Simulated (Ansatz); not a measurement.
## K3Ge, space group Fm-3m: an SCF with some post-processing, step by step

With Ansatz 0.2.0, Python API.

Typed at the interpreter:
```pycon
>>> from collections import Counter
>>> import warnings
>>> import ansatz
>>> import matplotlib.pyplot as plt
>>> import numpy as np
>>> import pandas as pd
>>> from pymatgen.core import Structure
>>> warnings.simplefilter("ignore", ansatz.DeckWarning)
>>> vectors = np.array([
...     [0.0, 4.311011, 4.311011],
...     [4.311011, 0.0, 4.311011],
...     [4.311011, 4.311011, 0.0],
... ])
>>> k3ge = (
...     ansatz.Lattice.of(vectors)
...     .atom("K", [0.25, 0.25, 0.25])
...     .atom("K", [0.75, 0.75, 0.75])
...     .atom("K", [0.5, 0.5, 0.5])
...     .atom("Ge", [0.0, 0.0, 0.0])
... )
>>> k3ge.resolved().tree()["lattice"]
((0.0, 4.311011, 4.311011), (4.311011, 0.0, 4.311011), (4.311011, 4.311011, 0.0))
>>> calculation = (
...     k3ge.calculation()
...     .functional("LDA")
...     .occupations("Fermi-Dirac", width=0.1)
...     .kpoints(5)
...     .bader_charges()
...     .band_table()
...     .density_of_states(energy_step=0.1, method="smearing", broadening_width=0.2, projected=True)
... )
>>> res = calculation.run(threads=1, backend="cpu")

>>> summary = res.report
>>> [(site.symbol, site.position_frac.round(4).tolist()) for site in res.lattice.sites]
[(<Element.K: 'K'>, [0.25, 0.25, 0.25]), (<Element.K: 'K'>, [0.75, 0.75, 0.75]), (<Element.K: 'K'>, [0.5, 0.5, 0.5]), (<Element.GE: 'Ge'>, [0.0, 0.0, 0.0])]
>>> for key in ("converged", "n_iterations", "n_electrons", "n_kpoints", "n_pw", "n_symmetry_ops", "free_energy_ev", "fermi_energy_ev"):
...     print(f"{key:18s} {summary[key]}")
...
converged          True
n_iterations       8
n_electrons        41.0
n_kpoints          10
n_pw               3119
n_symmetry_ops     48
free_energy_ev     -8704.061662310267
fermi_energy_ev    3.749769315487287
>>> basins = res.bader_charges()
>>> frame = pd.DataFrame([(a.symbol, a.partial_charge_e, a.basin.volume_ang3) for a in basins.atoms], columns=["atom", "charge (e)", "volume (A^3)"])
>>> frame.round(3)
  atom  charge (e)  volume (A^3)
0    K       0.562        28.951
1    K       0.562        28.951
2    K       0.576        30.683
3   Ge      -1.700        71.654
>>> print("sum of charges", round(frame["charge (e)"].sum(), 4), " sum of volumes", round(frame["volume (A^3)"].sum(), 3))
sum of charges 0.0  sum of volumes 160.239
>>> eps, occ = np.array(summary["eigenvalues_ev"]), np.array(summary["occupations"])
>>> wk = np.tile(summary["kweights"], len(eps) // len(summary["kweights"]))
>>> print(f"sum of w f eps = {wk @ (eps * occ).sum(axis=1):.4f} eV, reported band energy {summary['components']['e_band']:.4f} eV")
sum of w f eps = -553.5611 eV, reported band energy -553.5611 eV
>>> final = Structure(res.lattice.cell_ang, [s.symbol for s in res.lattice.sites], [s.position_frac for s in res.lattice.sites])
>>> for index, site in enumerate(final):
...     near = final.get_neighbors(site, 4.5)
...     edge = 1.15 * min(n.nn_distance for n in near)
...     shell = Counter((round(n.nn_distance, 2), n.specie.symbol) for n in near if n.nn_distance < edge)
...     print(f"{index:2d} {site.specie.symbol:2s}", ", ".join(f"{count} {symbol} at {d:.2f}" for (d, symbol), count in sorted(shell.items())))
...
 0 K  4 Ge at 3.73, 4 K at 3.73
 1 K  4 Ge at 3.73, 4 K at 3.73
 2 K  8 K at 3.73
 3 Ge 8 K at 3.73
>>> dos = res.density_of_states()
>>> energy = np.asarray(dos.energies_ev) - dos.fermi_ev
>>> projected = res.projected_density_of_states()
>>> fig, ax = plt.subplots(figsize=(5, 3.4))
>>> for name in sorted({site.species for site in projected.sites}):
...     curve = sum(np.sum(part.g_bin_mean_per_ev, axis=0) for site in projected.sites if site.species == name for shell in site.shells for part in shell.curves)
...     ax.plot(energy, curve, label=name)
...     window = (energy > -4) & (energy <= 0)
...     print(f"{name}: {curve[window].sum() * (energy[1] - energy[0]):.3f} projected states in the 4 eV under E_F")
...
[<matplotlib.lines.Line2D object at 0x...>]
Ge: 3.684 projected states in the 4 eV under E_F
[<matplotlib.lines.Line2D object at 0x...>]
K: 1.367 projected states in the 4 eV under E_F
>>> ax.set(xlim=(-8, 6), xlabel="E - E_F (eV)", ylabel="states/eV")
[(-8.0, 6.0), Text(0.5, 0, 'E - E_F (eV)'), Text(0, 0.5, 'states/eV')]
>>> ax.legend()
<matplotlib.legend.Legend object at 0x...>
>>> fig.savefig("pdos.png", dpi=100)
```

Caveats:
- Absolute energies stand on the zero of these potentials, so only differences at equal settings mean something. A total without «per atom» is that of the cell as typed.
- The mesh is modest for a metal, so energies can be off by several to tens of meV an atom and pressures by half a GPa or more; differences at equal mesh fare better.
- The zero of the levels is a convention of the potentials, so an absolute Fermi energy is no work function.
- Projections exist only for the shells that the potentials hold, some of them semicore, and samples at single energies can miss narrow peaks.
- Bader volumes count only the part of each basin above a small density, so their sum can fall short of the cell.
- The empty d shell of the heavier alkali and alkaline-earth atoms, which makes much of a conduction band, may have no channel.
- This cell is a computed structure, which may not be the phase found in nature.
- Gaps and levels are Kohn-Sham values on a finite set of k-points, without spin-orbit coupling.
- The computed bands are complete only to about 2.7 eV above the Fermi level; beyond that the density of states is undercounted.
- It ran for 12 s on 1 thread of AMD EPYC 9R45 96-Core Processor (Zen 5) (shared host), peak memory 0.52 GiB.

(Lines on the test bed's own set-up are left out of the output.)
